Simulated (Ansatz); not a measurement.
# NiMoIrPdW (P3m1) in Ansatz: settings compared

The runs below take NiMoIrPdW through single point, band structure, with PBE, BLYP.

Program: Ansatz 0.2.0. These are calculated values, not measurements. Logs are shortened: lines on timing, memory, paths and dates and some standing lists are left out, and cuts for length are marked.

## 1. The structure

Symmetry: P3m1, No. 156, trigonal system. The conventional cell has a = 2.770 Å, b = 2.770 Å, c = 21.881 Å, α = 90.00°, β = 90.00°, γ = 120.00°. Ni (site symmetry 3m) has 9 Ni at 2.52 to 2.77 Å and 3 W at 2.57 Å as nearest neighbours. Ni (site symmetry 3m) is surrounded by 9 Ni at 2.52 to 2.77 Å and 3 Ir at 2.62 Å. Around Mo (site symmetry 3m) lie 3 Ir at 2.76 Å and 6 Mo at 2.77 Å and 3 Pd at 2.80 Å. Mo (site symmetry 3m) has 3 Ir at 2.66 Å and 6 Mo at 2.77 Å and 3 Pd at 2.82 Å as nearest neighbours. Pd (site symmetry 3m) is surrounded by 6 Pd at 2.77 Å and 3 W at 2.79 Å and 3 Mo at 2.80 Å. Around Pd (site symmetry 3m) lie 6 Pd at 2.77 Å and 3 W at 2.80 Å and 3 Mo at 2.82 Å. Ir (site symmetry 3m) has 3 Mo at 2.76 Å and 6 Ir at 2.77 Å and 3 W at 2.77 Å as nearest neighbours. Ir (site symmetry 3m) has 3 Ni at 2.62 Å and 3 Mo at 2.66 Å and 6 Ir at 2.77 Å as nearest neighbours.

The cell was built by a generator and needn't be a form met in nature.

## 2. Single point, PBE, collinear spin, ferromagnetic start, 13.67 Å³/atom (volume scaled by 0.94)

File input.yaml:

```yaml
crystal:
  lattice:
    - [2.7139041308, 0.0, 0.0]
    - [-1.3569520654, 2.3503013589, 0.0]
    - [0.0, 0.0, 21.4345391537]
  atoms:
    - { symbol: Ni, position: [0.33333, 0.66667, 0.04433], spin: 1.0 }
    - { symbol: Ni, position: [0.66667, 0.33333, 0.95562], spin: 1.0 }
    - { symbol: Mo, position: [0.66667, 0.33333, 0.3427], spin: 1.0 }
    - { symbol: Mo, position: [0.66667, 0.33333, 0.7632], spin: 1.0 }
    - { symbol: Pd, position: [0.33333, 0.66667, 0.44768] }
    - { symbol: Pd, position: [0.33333, 0.66667, 0.65723] }
    - { symbol: Ir, position: [0.33333, 0.66667, 0.23988], spin: 0.6 }
    - { symbol: Ir, position: [0.33333, 0.66667, 0.8605], spin: 0.6 }
    - { symbol: W, position: [0.66667, 0.33333, 0.13646] }
    - { symbol: W, position: [0.66667, 0.33333, 0.5524] }
kpoints:
  mp_grid: { grid: [8, 8, 2] }
scf:
  occupations: { method: fermi_dirac, width: 0.05 }
hamiltonian:
  xc: pbe
  pseudopotentials: { kind: all_electron, lapw: { basis_error: 0.003 } }
magnetization:
  spin_polarized: true
output:
  forces: true
  stress: true
  eigenvalues: true
```

Potentials or basis: all-electron LAPW, scalar-relativistic.

Run with:

```console
ansatz run input.yaml --threads 8 --pin off --max-ram 24576MiB --backend cpu --events-out ev --progress --plain --runs-dir out
```

The log of the run:

```text
Warning: the atoms were moved onto the symmetric positions of the space group found under crystal.symmetry.tolerance 1.0e-5 (fractional; no operation is sought that the atoms, as they stand in a round, miss by more than twice it, and no atom is moved by as much as it), and the run uses the moved positions. Before a round's move an operation carried an atom to 2.71e-5 Å from where it should land, the largest such distance. Atom 0 (counting from 0) moved farthest, by 1.57e-5 Å; the longest move in fractions of the cell, of whichever atom, is 0.47 of the tolerance, in 1 round. To run the atoms as typed, lower crystal.symmetry.tolerance until the operations that they miss are no longer found, or set crystal.symmetry.detect: false (a key that needs symmetry detection or time reversal refuses this as the deck is read). The positions used, in the order of the run's atom list: position: [0.3333333333333333, 0.6666666666666666, 0.04433]; position: [0.6666666666666666, 0.3333333333333333, 0.95562]; position: [0.6666666666666666, 0.3333333333333333, 0.3427]; position: [0.6666666666666666, 0.3333333333333333, 0.7632]; position: [0.3333333333333333, 0.6666666666666666, 0.44768]; position: [0.3333333333333333, 0.6666666666666666, 0.65723]; position: [0.3333333333333333, 0.6666666666666666, 0.23988]; position: [0.3333333333333333, 0.6666666666666666, 0.8605]; position: [0.6666666666666666, 0.3333333333333333, 0.13646]; position: [0.6666666666666666, 0.3333333333333333, 0.5524]; The lattice was moved too: crystal.lattice, of which some number shows no typed digit to judge by, misses the space group found at crystal.symmetry.tolerance 1.0e-5 by more than rounding, which is why this is a warning: the operation that it misses by the most changes a squared length by the fraction 6.31e-6, and from 1e-6 on that is taken for a strain and not for rounding. The run uses the lattice that is a stretch of the typed one, with no rotation, onto the one that keeps every operation to a double's rounding (on a very oblique basis the stretch itself rounds by more); the deck's lattice vector that moved farthest moved by 4.94e-6 Å. To run the lattice as typed, set crystal.symmetry.tolerance under 6.30e-6, the least fraction by which an operation that the lattice misses changes a squared length (the same key also sets how far an atom may lie from its image, so lowering it can lose operations that the atoms keep only within it), or set crystal.symmetry.detect: false, as for the atoms. crystal.lattice made exact, in Å and degrees: [[2.71389918764216, 0.0, 0.0], [-1.35694959382108, 2.3503056398080617, 0.0], [0.0, 0.0, 21.4345391537]]. Pasted over the deck's crystal.lattice, beside positions in fractional coordinates, it runs the same cell (given as lengths and angles, that cell in the form's own orientation, a rigid turn of the misfit's size from the one run here, for which a checkpoint.post_process_only pass over this run's state can be refused: where this run relaxes nothing, give such a pass this deck's own crystal.lattice, as typed; behind a relaxation, as crystal.lattice, the state's own cell, identity.cell in its checkpoint.json), and a matrix so pasted ends this notice, except on a very skew basis of the lattice, where the rounding of the pasted numbers themselves can read as a misfit: the cell is then moved again, and that move is told again. The lattice as run is in this notice's lattice.as_run_ang field (Run.prep()["deck_notices"] in Python, the deck_notice line of an events file, deck_notices of ansatz run --dry-run=json, or deck_notices in record.json in the deck's checkpoint.write directory).
[... 105 lines left out ...]
  k-point 19 ↓: bands = ["-391.3714", "-391.3330", "-391.3330", "-391.1820", "-391.1602", "-391.1602", "-349.1204", "-349.1072", "-349.1072", "-349.0722", "-349.0581", "-349.0581", "-299.0061", "-298.9762", "-298.9656", "-298.9656", "-298.9356", "-298.9356", "-298.8692", "-298.8692", "-298.8462", "-298.8462", "-258.9100", "-258.9100", "-258.8995", "-258.8793", "-258.8793", "-258.8294", "-258.8041", "-258.8041", "-258.7956", "-258.7956", "-206.4228", "-206.4228", "-206.4108", "-206.3784", "-206.3784", "-206.2375", "-206.2375", "-206.2283", "-206.2107", "-206.2107", "-190.9996", "-190.9996", "-190.9910", "-190.9824", "-190.9824", "-190.9512", "-190.9512", "-190.9429", "-190.9331", "-190.9331", "-76.6698", "-76.3180", "-66.1899", "-66.1096", "-58.6672", "-58.6380", "-47.2728", "-47.1229", "-37.2478", "-37.0068", "-36.9878", "-36.7903", "-36.7052", "-36.6890", "-34.2601", "-34.2483", "-30.5959", "-30.5920", "-30.5627", "-30.5622", "-30.5612", "-30.5560", "-30.5551", "-30.4947", "-30.4880", "-30.4860", "-30.4845", "-30.4823", "-30.4650", "-30.4641", "-24.5454", "-24.5054", "-24.4672", "-24.4424", "-24.3699", "-24.3451", "-23.3495", "-23.2524", "-23.1882", "-23.0904", "-22.9985", "-22.9715", "-12.0856", "-11.9895", "-11.7160", "-11.6382", "-11.6159", "-11.4784", "-8.9748", "-8.9714", "-8.5885", "-8.5865", "-8.4764", "-8.4707", "-1.6061", "-1.5990", "-1.5903", "-1.5815", "-1.5777", "-1.5554", "-1.5151", "-1.4253", "-1.4194", "-1.4122", "-1.4018", "-1.4013", "-1.3987", "-1.3590", "20.6254", "20.6526", "20.8402", "20.9508", "21.0965", "21.2178", "21.4723", "21.5882", "21.6835", "21.8124", "21.8980", "21.9354", "21.9941", "22.0947", "22.2314", "22.2605", "22.6305", "22.7417", "22.9216", "22.9804", "23.0749", "23.1747", "23.4643", "23.9126", "24.1069", "24.3348", "24.3941", "24.4792", "24.5354", "24.6328", "25.3417", "25.4091", "25.5114", "25.7829", "25.8256", "26.2310", "26.2366", "26.2985", "26.5421", "26.7516", "27.1432", "27.1590", "27.6451", "27.8073", "27.9458", "28.0636", "28.3284", "28.6029", "28.8334", "29.1865", "30.0112", "31.0809", "32.3877", "32.4439", "32.6007", "32.9982", "33.0929", "33.5065", "33.7324", "33.9063", "34.6448", "35.2159", "35.4329", "35.6894", "36.0620", "36.1740", "37.1267", "37.4061", "37.8491", "38.0907", "38.3147", "38.6826", "39.5755", "39.6593", "39.8922", "40.0568", "40.4124"]
```

Wall time 4.2 min (8 threads of Intel Xeon Platinum 8259CL at 2.50GHz (Skylake/Cascade Lake), shared host); peak memory 4.4 GiB.

Results:

```
Free energy            : -2426190.6609 eV
Pressure               : 18.4 GPa
Largest force          : 0.572 eV/Å
Band gap on the k mesh : none (metal or under the smearing width)
Net moment             : 0.00 μB per cell
Absolute moment        : 0.00 μB per cell
```

Caveat: the k mesh is thin for a metal, which can move the energy by tens of meV per atom; the starting moments weren't kept.

## 3. Single point, PBE, collinear spin, ferromagnetic start, 13.96 Å³/atom (volume scaled by 0.96)

input.yaml, as its differences from that of step 2:

```diff
@@ -2,5 +2,5 @@
   lattice:
-    - [2.7139041308, 0.0, 0.0]
-    - [-1.3569520654, 2.3503013589, 0.0]
-    - [0.0, 0.0, 21.4345391537]
+    - [2.7330167614, 0.0, 0.0]
+    - [-1.3665083807, 2.3668533223, 0.0]
+    - [0.0, 0.0, 21.585491586]
   atoms:
```

Potentials or basis: all-electron LAPW, scalar-relativistic.

Run with:

```console
ansatz run input.yaml --threads 8 --pin off --max-ram 24576MiB --backend cpu --events-out ev --progress --plain --runs-dir out
```

Run time: 3.8 min. Hardware: 8 threads of Intel Xeon Platinum 8259CL at 2.50GHz (Skylake/Cascade Lake), shared host; peak memory 4.5 GiB.

The run converged. Its results:

```
Free energy            : -2426190.9317 eV
Pressure               : 11.6 GPa
Largest force          : 0.398 eV/Å
Band gap on the k mesh : none (metal or under the smearing width)
Net moment             : 0.00 μB per cell
Absolute moment        : 0.00 μB per cell
```

Caveat: the k mesh is thin for a metal, which can move the energy by tens of meV per atom; the starting moments weren't kept.

## 4. Single point, PBE, collinear spin, ferromagnetic start, 14.25 Å³/atom (volume scaled by 0.98)

input.yaml, as its differences from that of step 3:

```diff
@@ -2,5 +2,5 @@
   lattice:
-    - [2.7330167614, 0.0, 0.0]
-    - [-1.3665083807, 2.3668533223, 0.0]
-    - [0.0, 0.0, 21.585491586]
+    - [2.7518657485, 0.0, 0.0]
+    - [-1.3759328742, 2.3831769645, 0.0]
+    - [0.0, 0.0, 21.7343617496]
   atoms:
```

Run with:

```console
ansatz run input.yaml --threads 8 --pin off --max-ram 24576MiB --backend cpu --events-out ev --progress --plain --runs-dir out
```

It took 4.8 min on 8 threads of Intel Xeon Platinum 8259CL at 2.50GHz (Skylake/Cascade Lake), shared host; peak memory 4.4 GiB.

The run converged. Its results:

```yaml
Free_energy: -2426191.0846 eV
Pressure: 5.4 GPa
Largest_force: 0.243 eV/Å
Band_gap_on_the_k_mesh: none (metal or under the smearing width)
Net_moment: 0.00 μB per cell
Absolute_moment: 0.00 μB per cell
```

Caveat: the k mesh is thin for a metal, which can move the energy by tens of meV per atom; the starting moments weren't kept.

## 5. Single point, PBE, collinear spin, ferromagnetic start, 14.54 Å³/atom

input.yaml, as its differences from that of step 4:

```diff
@@ -2,5 +2,5 @@
   lattice:
-    - [2.7518657485, 0.0, 0.0]
-    - [-1.3759328742, 2.3831769645, 0.0]
-    - [0.0, 0.0, 21.7343617496]
+    - [2.77046, 0.0, 0.0]
+    - [-1.38523, 2.39928, 0.0]
+    - [0.0, 0.0, 21.88122]
   atoms:
```

Run with:

```console
ansatz run input.yaml --threads 8 --pin off --max-ram 24576MiB --backend cpu --events-out ev --progress --plain --runs-dir out
```

Wall time 4.1 min (8 threads of Intel Xeon Platinum 8259CL at 2.50GHz (Skylake/Cascade Lake), shared host); peak memory 4.4 GiB.

The run converged. Its results:

* Free energy: -2426191.1327 eV
* Pressure: 0.0 GPa
* Largest force: 0.146 eV/Å
* Band gap on the k mesh: none (metal or under the smearing width)
* Net moment: 0.00 μB per cell
* Absolute moment: 0.00 μB per cell

Caveat: the k mesh is thin for a metal, which can move the energy by tens of meV per atom; the starting moments weren't kept.

## 6. Single point, PBE, collinear spin, ferromagnetic start, 14.84 Å³/atom (volume scaled by 1.02)

input.yaml, as its differences from that of step 5:

```diff
@@ -2,5 +2,5 @@
   lattice:
-    - [2.77046, 0.0, 0.0]
-    - [-1.38523, 2.39928, 0.0]
-    - [0.0, 0.0, 21.88122]
+    - [2.7888079519, 0.0, 0.0]
+    - [-1.394403976, 2.4151697346, 0.0]
+    - [0.0, 0.0, 22.0261329649]
   atoms:
```

Potentials or basis: all-electron LAPW, scalar-relativistic.

Run with:

```console
ansatz run input.yaml --threads 8 --pin off --max-ram 24576MiB --backend cpu --events-out ev --progress --plain --runs-dir out
```

It took 4.1 min on 8 threads of Intel Xeon Platinum 8259CL at 2.50GHz (Skylake/Cascade Lake), shared host; peak memory 4.2 GiB.

Results (log left out):

```yaml
Free_energy: -2426191.0869 eV
Pressure: -4.9 GPa
Largest_force: 0.220 eV/Å
Band_gap_on_the_k_mesh: none (metal or under the smearing width)
Net_moment: 0.00 μB per cell
Absolute_moment: 0.00 μB per cell
```

Caveat: the k mesh is thin for a metal, which can move the energy by tens of meV per atom; the starting moments weren't kept.

## 7. Single point, PBE, collinear spin, ferromagnetic start, 15.13 Å³/atom (volume scaled by 1.04)

input.yaml, as its differences from that of step 6:

```diff
@@ -2,5 +2,5 @@
   lattice:
-    - [2.7888079519, 0.0, 0.0]
-    - [-1.394403976, 2.4151697346, 0.0]
-    - [0.0, 0.0, 22.0261329649]
+    - [2.8069176019, 0.0, 0.0]
+    - [-1.403458801, 2.4308530944, 0.0]
+    - [0.0, 0.0, 22.1691638101]
   atoms:
```

Run with:

```console
ansatz run input.yaml --threads 8 --pin off --max-ram 24576MiB --backend cpu --events-out ev --progress --plain --runs-dir out
```

Run time: 3.9 min. Hardware: 8 threads of Intel Xeon Platinum 8259CL at 2.50GHz (Skylake/Cascade Lake), shared host; peak memory 4.2 GiB.

The run converged. Its results:

```yaml
Free_energy: -2426190.9577 eV
Pressure: -9.2 GPa
Largest_force: 0.289 eV/Å
Band_gap_on_the_k_mesh: none (metal or under the smearing width)
Net_moment: 0.00 μB per cell
Absolute_moment: 0.00 μB per cell
```

Caveat: the k mesh is thin for a metal, which can move the energy by tens of meV per atom; the starting moments weren't kept.

## 8. Single point, PBE, collinear spin, ferromagnetic start, 15.42 Å³/atom (volume scaled by 1.06)

input.yaml, as its differences from that of step 7:

```diff
@@ -2,5 +2,5 @@
   lattice:
-    - [2.8069176019, 0.0, 0.0]
-    - [-1.403458801, 2.4308530944, 0.0]
-    - [0.0, 0.0, 22.1691638101]
+    - [2.82479654, 0.0, 0.0]
+    - [-1.41239827, 2.4463366526, 0.0]
+    - [0.0, 0.0, 22.3103724822]
   atoms:
```

Run with:

```console
ansatz run input.yaml --threads 8 --pin off --max-ram 24576MiB --backend cpu --events-out ev --progress --plain --runs-dir out
```

It took 4 min on 8 threads of Intel Xeon Platinum 8259CL at 2.50GHz (Skylake/Cascade Lake), shared host; peak memory 4.2 GiB.

Results (log left out):

| Property | Result |
| --- | --- |
| Free energy | -2426190.7539 eV |
| Pressure | -13.1 GPa |
| Largest force | 0.352 eV/Å |
| Band gap on the k mesh | none (metal or under the smearing width) |
| Net moment | 0.00 μB per cell |
| Absolute moment | 0.00 μB per cell |

Caveat: the k mesh is thin for a metal, which can move the energy by tens of meV per atom; the starting moments weren't kept.

[end of part 1 of 2]
